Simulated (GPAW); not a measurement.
# HfB (Fm-3m) in GPAW: elastic constants with TASK

Aim: the elastic constants of HfB with TASK.

Everything below comes from runs of GPAW 26.7.0. Logs are shortened: lines on timing, memory, paths and dates and some standing lists are left out, and cuts for length are marked. The log counts tension as positive stress, the text compression.

## 1. Starting point

It takes space group Fm-3m (No. 225, cubic). The conventional cell has a = 4.620 Å, b = 4.620 Å, c = 4.620 Å, α = 90.00°, β = 90.00°, γ = 90.00°. Hf (site symmetry m-3m) has 6 B at 2.31 Å as nearest neighbours. B (site symmetry m-3m) has 6 Hf at 2.31 Å as nearest neighbours.

## 2. Elastic constants, TASK, 12.33 Å³/atom

run.py reads:

```python
import json
import numpy as np
import spglib
from ase.constraints import FixSymmetry
from ase.io import read, write
from ase.optimize import BFGS
from ase.stress import full_3x3_to_voigt_6_stress, voigt_6_to_full_3x3_strain, voigt_6_to_full_3x3_stress
from ase.units import GPa
from gpaw import GPAW, PW

atoms = read('HfB.xyz')

calc = GPAW(mode=PW(800),
            xc='MGGA_X_TASK+LDA_C_PW',
            kpts={'size': (7, 7, 7), 'gamma': True},
            occupations={'name': 'fermi-dirac', 'width': 0.05},
            nbands=17,
            convergence={'density': 1e-06, 'eigenstates': 1e-09},
            maxiter=150,
            txt='gpaw.txt')
atoms.calc = calc
atoms.set_constraint(FixSymmetry(atoms))
BFGS(atoms, trajectory='relax.traj', logfile='-').run(fmax=0.005, steps=40)
atoms.set_constraint()
energy = atoms.get_potential_energy()
forces = atoms.get_forces()
stress = atoms.get_stress()
calc.write('gs.gpw')
write('result.traj', atoms)
print('Cell:', atoms.cell.cellpar().round(4))
print(atoms.get_scaled_positions().round(5))

gpts = tuple(int(n) for n in calc.get_number_of_grid_points())
cell = atoms.cell[:].T
dataset = spglib.get_symmetry((atoms.cell[:], atoms.get_scaled_positions(), atoms.numbers), symprec=1e-4)
rotations = [cell @ w @ np.linalg.inv(cell) for w in dataset['rotations']]
strains, clamped, relaxed = [], [], []
for v in [0, 3]:
    for e in (-0.005, 0.005):
        voigt = np.zeros(6)
        voigt[v] = e
        F = voigt_6_to_full_3x3_strain(voigt)
        a = atoms.copy()
        a.set_cell(atoms.cell[:] @ F, scale_atoms=True)
        c = GPAW(mode=PW(800),
                 xc='MGGA_X_TASK+LDA_C_PW',
                 kpts={'size': (7, 7, 7), 'gamma': True},
                 occupations={'name': 'fermi-dirac', 'width': 0.05},
                 nbands=17,
                 convergence={'density': 1e-06, 'eigenstates': 1e-09},
                 maxiter=150,
                 gpts=gpts,
                 txt=f'strain-{v}{e:+.3f}.txt')
        a.calc = c
        s0 = s1 = a.get_stress() - stress
        BFGS(a, logfile=None).run(fmax=0.003, steps=25)
        s1 = a.get_stress() - stress
        print(v, e, 'clamped', (s0 / GPa).round(3), 'relaxed', (s1 / GPa).round(3), flush=True)
        for R in rotations:  # images under the point group
            eps = R @ (F - np.eye(3)) @ R.T
            strains.append(full_3x3_to_voigt_6_stress(eps) * [1, 1, 1, 2, 2, 2])
            for s, rows in ((s0, clamped), (s1, relaxed)):
                rows.append(full_3x3_to_voigt_6_stress(R @ voigt_6_to_full_3x3_stress(s) @ R.T))

C0, C = (np.linalg.lstsq(np.array(strains), np.array(s), rcond=None)[0].T / GPa for s in (clamped, relaxed))
print('Clamped-ion Cij (GPa):')
print(C0.round(1))
print('Relaxed-ion Cij (GPa):')
print(C.round(1))
json.dump({'clamped': C0.tolist(), 'relaxed': C.tolist()}, open('elastic.json', 'w'))
```

HfB.xyz reads:

```xyz
2
Lattice="0.0000000000 2.3100000000 2.3100000000 2.3100000000 0.0000000000 2.3100000000 2.3100000000 2.3100000000 0.0000000000" Properties=species:S:1:pos:R:3 pbc="T T T"
Hf     2.3100000000      2.3100000000      2.3100000000
B      0.0000000000      0.0000000000      0.0000000000
```

Potentials or basis: GPAW PAW data sets (gpaw-data 1.2.1), pw.

The run is started by

```sh
> OMP_NUM_THREADS=1 python run.py
```

gpaw.txt:

```text
__  _  _
 | _ |_)|_||  |
 |__||  | ||/\| - 26.7.0

Input parameters:
  mode=PW(ecut=800.0),
  convergence={'density': 1e-06, 'eigenstates': 1e-09},
  kpts=MonkhorstPack(size=(7, 7, 7), gamma=True),
  maxiter=150,
  nbands=17,
  occupations=Occupations(name='fermi-dirac', width=0.05),
  xc=XC(name='MGGA_X_TASK+LDA_C_PW')

Diagonalizing LCAO Hamiltonian
Converting LCAO to pw mode

               Hf

       B

Atoms  # Å, Bohr magnetons
|   | symbol |        x |        y |        z |    initial magnetic moments |
|---|--------|----------|----------|----------|-----------------------------|
| 0 |     Hf | 2.310000 | 2.310000 | 2.310000 | ( 0.0000,  0.0000,  0.0000) |
| 1 |      B | 0.000000 | 0.000000 | 0.000000 | ( 0.0000,  0.0000,  0.0000) |

Unit cell  # Å
| periodic |        x |        y |        z |  lengths |    angles |
|----------|----------|----------|----------|----------|-----------|
|      yes | 0.000000 | 2.310000 | 2.310000 | 3.266833 | 60.000000 |
|      yes | 2.310000 | 0.000000 | 2.310000 | 3.266833 | 60.000000 |
|      yes | 2.310000 | 2.310000 | 0.000000 | 3.266833 | 60.000000 |

Number of symmetries: 48
Symmetry operations  # r_c * U_cc + t_c -> r_c
|    | kind |            matrix            |
|----|------|------------------------------|
|  0 |  σ   |  1, 0, 0,  1, 0,-1,  1,-1, 0 |
|  1 |  C2  |  1, 0, 0,  1,-1, 0,  1, 0,-1 |
|  2 |  E   |  1, 0, 0,  0, 1, 0,  0, 0, 1 |
|  3 |  σ   |  1, 0, 0,  0, 0, 1,  0, 1, 0 |
|  4 |  C4  |  1, 0,-1,  1, 0, 0,  1,-1, 0 |
|  5 |  S6  |  1, 0,-1,  1,-1, 0,  1, 0, 0 |
|  6 |  σ   |  1, 0,-1,  0, 1,-1,  0, 0,-1 |
|  7 |  C3  |  1, 0,-1,  0, 0,-1,  0, 1,-1 |
|  8 |  S6  |  1,-1, 0,  1, 0, 0,  1, 0,-1 |
|  9 |  C4  |  1,-1, 0,  1, 0,-1,  1, 0, 0 |
| 10 |  C3  |  1,-1, 0,  0,-1, 1,  0,-1, 0 |
| 11 |  σ   |  1,-1, 0,  0,-1, 0,  0,-1, 1 |
| 12 |  σ   |  0, 1, 0,  1, 0, 0,  0, 0, 1 |
| 13 |  C4  |  0, 1, 0,  0, 1,-1, -1, 1, 0 |
| 14 |  C3  |  0, 1, 0,  0, 0, 1,  1, 0, 0 |
| 15 |  S6  |  0, 1, 0, -1, 1, 0,  0, 1,-1 |
| 16 |  C2  |  0, 1,-1,  1, 0,-1,  0, 0,-1 |
| 17 |  σ   |  0, 1,-1,  0, 1, 0, -1, 1, 0 |
| 18 |  S4  |  0, 1,-1,  0, 0,-1,  1, 0,-1 |
| 19 |  C4  |  0, 1,-1, -1, 1, 0,  0, 1, 0 |
| 20 |  C3  |  0, 0, 1,  1, 0, 0,  0, 1, 0 |
| 21 |  σ   |  0, 0, 1,  0, 1, 0,  1, 0, 0 |
| 22 |  S6  |  0, 0, 1,  0,-1, 1, -1, 0, 1 |
| 23 |  C4  |  0, 0, 1, -1, 0, 1,  0,-1, 1 |
| 24 |  S4  |  0, 0,-1,  1, 0,-1,  0, 1,-1 |
| 25 |  C3  |  0, 0,-1,  0, 1,-1,  1, 0,-1 |
| 26 |  C2  |  0, 0,-1,  0,-1, 0, -1, 0, 0 |
| 27 |  S6  |  0, 0,-1, -1, 0, 0,  0,-1, 0 |
| 28 |  S4  |  0,-1, 1,  1,-1, 0,  0,-1, 0 |
| 29 |  C4  |  0,-1, 1,  0, 0, 1, -1, 0, 1 |
| 30 |  C2  |  0,-1, 1,  0,-1, 0,  1,-1, 0 |
| 31 |  σ   |  0,-1, 1, -1, 0, 1,  0, 0, 1 |
| 32 |  C3  |  0,-1, 0,  1,-1, 0,  0,-1, 1 |
| 33 |  S6  |  0,-1, 0,  0, 0,-1, -1, 0, 0 |
| 34 |  S4  |  0,-1, 0,  0,-1, 1,  1,-1, 0 |
| 35 |  C2  |  0,-1, 0, -1, 0, 0,  0, 0,-1 |
| 36 |  C2  | -1, 1, 0,  0, 1, 0,  0, 1,-1 |
| 37 |  S6  | -1, 1, 0,  0, 1,-1,  0, 1, 0 |
| 38 |  S4  | -1, 1, 0, -1, 0, 1, -1, 0, 0 |
| 39 |  C3  | -1, 1, 0, -1, 0, 0, -1, 0, 1 |
| 40 |  S6  | -1, 0, 1,  0, 0, 1,  0,-1, 1 |
| 41 |  C2  | -1, 0, 1,  0,-1, 1,  0, 0, 1 |
| 42 |  C3  | -1, 0, 1, -1, 1, 0, -1, 0, 0 |
[... 70 lines left out ...]
    |   6s |  2.000 |      -5.097 |    1.397 |
    |   5p |  6.000 |     -35.599 |    1.307 |
    |   6p |  0.000 |      -1.401 |    1.307 |
    |   5d |  2.000 |      -2.699 |    1.334 |
    |    d |        |      24.513 |    1.334 |

    Using partial waves for Hf as LCAO basis

  B:
    name:    Boron
    Z:       5.0
    valence: 3
    core:    2
    charge:  0.0  # [|e|]
    compensation charges:
      type: gauss
      rc: 0.20  # [Å]
      lmax: 2
    cutoffs:
      filter: 1.14  # [Å]
      core: 1.38  # [Å]
    projectors
    | kind |    occ | energy [eV] | rcut [Å] |
    |------|--------|-------------|----------|
    |   2s |  2.000 |      -9.443 |    0.635 |
    |   2p |  1.000 |      -3.606 |    0.635 |
    |    s |        |      17.768 |    0.635 |
    |    p |        |      23.605 |    0.635 |
    |    d |        |       0.000 |    0.635 |

    Using partial waves for B as LCAO basis

Reference energy: -410555.604843  # eV

eigensolver:
  PPCG
  Converge bands: occupied
  niter=2

density mixing:
  MSR1-Mixer
  Pratt-step length: 0.05
  Maximum mixing coefficient: 0.75
  Old densities: 10
  SVD Regularization: 0.005
  Good broyden scale: 1.0
  Trust region scale: 1.0
  Backstep threshold: 4.0
  History deletion threshold: 6.0
  Fourier metric: weight=20.0, sigma=0.015

occupation numbers:
  Fermi-Dirac:
    width: 0.0500  # eV

poisson solver:
  ecut: 6400.0  # eV

xc functional:
  name: MGGA_X_TASK+LDA_C_PW with 2 nearest neighbor stencil

convergence criteria:
- Maximum integral of absolute [dens]ity change: 1e-06 electrons / valence electron
- Maximum integral of absolute [eigenst]ate change: 1e-09 eV^2 / valence electron
- Maximum [total energy] change in last 3 cyles: 0.0005 eV / valence electron
maximum number of iterations: 150

SCF iterations
|iter     | |      energy | eigst |  dens |
|---------|-|-------------|-------|-------|
|iter:   1| |   34.707453 | +0.04 |       |
|iter:   2| |   41.590184 | -0.77 | -1.06 |
|iter:   3| |   41.602713 | -1.78 | -1.11 |
|iter:   4| |   41.553470 | -2.15 | -1.45 |
|iter:   5| |   41.539564 | -2.77 | -1.87 |
|iter:   6| |   41.539208 | -4.57 | -2.70 |
|iter:   7| |   41.539015c| -4.79 | -3.04 |
|iter:   8| |   41.539014c| -6.73 | -4.04 |
|iter:   9| |   41.539014c| -7.61 | -4.64 |
|iter:  10| |   41.539014c| -9.75c| -5.64 |
|iter:  11| |   41.539014c| -9.70c| -6.13c|

Converged in 11 steps
Energy contributions relative to reference atoms: (reference = -410555.604843)

Energy contributions:
  Kinetic:          60.153048
  Coulomb:         -54.039829
  Zero:             -0.570561
  External:          0.000000
  Xc:               36.002364
  Entropy:          -0.012017
  Spinorbit:         0.000000
  ----------------------------
  Free energy:      41.533006
  Extrapolated:     41.539014

dipole moment: (-7.113801, -7.113801, -7.113801)  # |e|*Ang

Fermi level: 10.309
Eigenvalues  # (at kpt = [0.000, 0.000, 0.000])
| band index |      eig [eV] | occ [0-2] |
|------------|---------------|-----------|
|          0 |       -53.413 |     2.000 |
|          1 |       -20.524 |     2.000 |
|          2 |       -20.524 |     2.000 |
|          3 |       -20.524 |     2.000 |
|          4 |        -0.554 |     2.000 |
|          5 |        13.015 |     0.000 |
|          6 |        13.015 |     0.000 |
|          7 |        13.015 |     0.000 |
|          8 |        14.839 |     0.000 |
|          9 |        14.839 |     0.000 |
|         10 |        14.839 |     0.000 |
|         11 |        14.899 |     0.000 |
|         12 |        14.899 |     0.000 |
|        ... |               |           |
|         16 |        37.442 |     0.000 |

No gap
No difference between direct/indirect transitions

Forces  # eV/Ang
|        x |       y |       z |
|----------|---------|---------|
|  0.00000 | 0.00000 | 0.00000 |  # Hf   0
| -0.00000 | 0.00000 | 0.00000 |  # B    1

Stress tensor  # eV/Ang^3
|         x |         y |         z |
|-----------|-----------|-----------|
| -0.256068 |  0.000000 | -0.000000 |
|  0.000000 | -0.256068 |  0.000000 |
| -0.000000 |  0.000000 | -0.256068 |

# Writing to gs.gpw (mode='')
```

Wall time 7.4 min (1 thread of Arm Neoverse V1, shared host); peak memory 0.79 GiB.

Results:

| Property | Result |
| --- | --- |
| Free energy | 41.5330 eV |
| Pressure after relaxing | 41.0 GPa |
| Band gap on the k mesh | none (metal or under the smearing width) |
| Elastic constants C11, C12, C44 | 667, 110, 59 GPa |
| Voigt bulk modulus | 296 GPa |
| Bulk modulus (Hill) | 296 GPa |
| Shear modulus (Hill) | 117 GPa |
| Young's modulus | 309 GPa |
| Poisson's ratio (from the elastic constants) | 0.33 |

Caveat: the cell is more than 3 GPa from zero pressure, which shifts response properties; the density grid can change from cell to cell, which puts small steps into energies and stress; a pressure of tens of GPa on the cell as given is suspect, and the run, the potentials or the cell itself is likely at fault; under pressure these are stress-strain coefficients; elastic constants of metals need much finer meshes, so these are rough; the PAW data sets were made with another functional, which shifts forces and pressure a little.
